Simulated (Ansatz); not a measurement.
# Br₃HOSn: a ladder of functionals and wavefunction methods

An exercise on one series of results from a longer session: the logs are not shown, and one member is left open.

The runs use Ansatz 0.2.0, Gaussian basis; functionals in def2-TZVPP, the program's frozen cores in correlated methods.

Plan: LDA (SPW92), PBE-D4, revPBE-D4, BLYP-D4, r2SCAN-D4, B97M-V, PBE0-D4, B3LYP-D4, r2SCANh-D4, r2SCAN0-D4, HSE06-D4, BHLYP-D4, CAM-B3LYP-D4, LC-ωPBE, ωB97X-V, ωB97M-V, B2PLYP, PBE-QIDH; CCSD(T)/def2-SVP; MP2/def2-TZVPP; MP2/def2-QZVPP; RPA on PBE.

## The geometry

The geometry comes from an earlier relaxation with PBE0-D4 in a triple-zeta def2 set; it is a stationary point. Sn takes the def2 core potential; no spin-orbit term is included.

SMILES `[OH][Sn]([Br])([Br])[Br]`, 6 atoms, charge 0, spin multiplicity 1.

Atoms are counted from 1 here; the program's logs count them from 0.

Bond lengths: O1–Sn2 1.938 Å, O1–H6 0.962 Å, Sn2–Br3 2.434 Å, Sn2–Br4 2.451 Å, Sn2–Br5 2.451 Å. Angles: Sn2–O1–H6 112.9°, O1–Sn2–Br3 105.7°, O1–Sn2–Br4 110.1°, O1–Sn2–Br5 110.0°, Br3–Sn2–Br4 111.1°, Br3–Sn2–Br5 111.2°, Br4–Sn2–Br5 108.7°.

Coordinates:

```xyz
6

O    -0.59517    0.37409    1.45175
Sn    0.24179   -0.17482   -0.20732
Br    2.14769   -1.54433    0.43788
Br   -1.34623   -1.45464   -1.56636
Br    0.95591    1.79575   -1.47794
H    -1.36178    0.93986    1.31580
```

The first run:

Contents of in.yaml:

```yaml
crystal:
  periodic: [false, false, false]
  atoms:
    - {symbol: O, position_ang: [-0.595167, 0.374091, 1.451748]}
    - {symbol: Sn, position_ang: [0.241786, -0.174823, -0.207319]}
    - {symbol: Br, position_ang: [2.147687, -1.544332, 0.437884]}
    - {symbol: Br, position_ang: [-1.346234, -1.454643, -1.566364]}
    - {symbol: Br, position_ang: [0.955912, 1.795750, -1.477942]}
    - {symbol: H, position_ang: [-1.361784, 0.939857, 1.315795]}
basis:
  gaussian: {orbitals: def2-TZVPP}
hamiltonian: {xc: lda}
output: {orbitals: {seedname: orbitals}}
```

Started as:

```
$ ansatz run in.yaml --threads 4 --pin off --events-out ev --progress --plain --max-ram 11315MiB
```

Steps of the session up to this table: LDA; PBE-D4 (GGA); revPBE-D4 (GGA); BLYP-D4 (GGA); r2SCAN-D4 (meta-GGA); B97M-V (meta-GGA); PBE0-D4 (hybrid); B3LYP-D4 (hybrid); r2SCANh-D4 (hybrid); r2SCAN0-D4 (hybrid); HSE06-D4 (hybrid); BHLYP-D4 (hybrid); CAM-B3LYP-D4 (range-separated); LC-ωPBE (range-separated); ωB97X-V (range-separated); ωB97M-V (range-separated); B2PLYP (double hybrid); PBE-QIDH (double hybrid).

One table of the session follows, with a row left open; its other results are not shown here.

It belongs to the step «Orbital energies across the functionals». 

```
  functional  HOMO (eV)  LUMO (eV)  gap (eV)
 LDA (SPW92)      -7.70      -4.19      3.51
      PBE-D4      -7.53      -3.86      3.66
   revPBE-D4      -7.47      -3.76      3.71
     BLYP-D4      -7.34      -3.80      3.54
   r2SCAN-D4      -7.90      -3.73      4.16
      B97M-V      -7.95      -3.56      4.40
     PBE0-D4      -8.85      -3.04      5.81
    B3LYP-D4      -8.56      -3.32      5.24
  r2SCANh-D4      -8.37      -3.43      4.94
  r2SCAN0-D4      -9.09      -2.97      6.12
    HSE06-D4      -8.45      -3.41      5.05
    BHLYP-D4          ?          ?         ?
CAM-B3LYP-D4     -10.17      -2.10      8.07
     LC-ωPBE     -11.60      -0.91     10.70
     ωB97X-V     -11.22      -1.00     10.22
     ωB97M-V     -11.07      -1.10      9.97
```

Estimate the missing values for BHLYP-D4.

Worked estimate for «HOMO (eV)». Against the share of exact exchange, BLYP-D4 (0, -7.34), B3LYP-D4 (0.2, -8.56) give a slope of -6.10 per unit share; at 0.5 the line stands at -10.39.

The run gave: HOMO (eV): -9.99; LUMO (eV): -2.13; gap (eV): 7.86. In «HOMO (eV)» the line misses by -0.40.
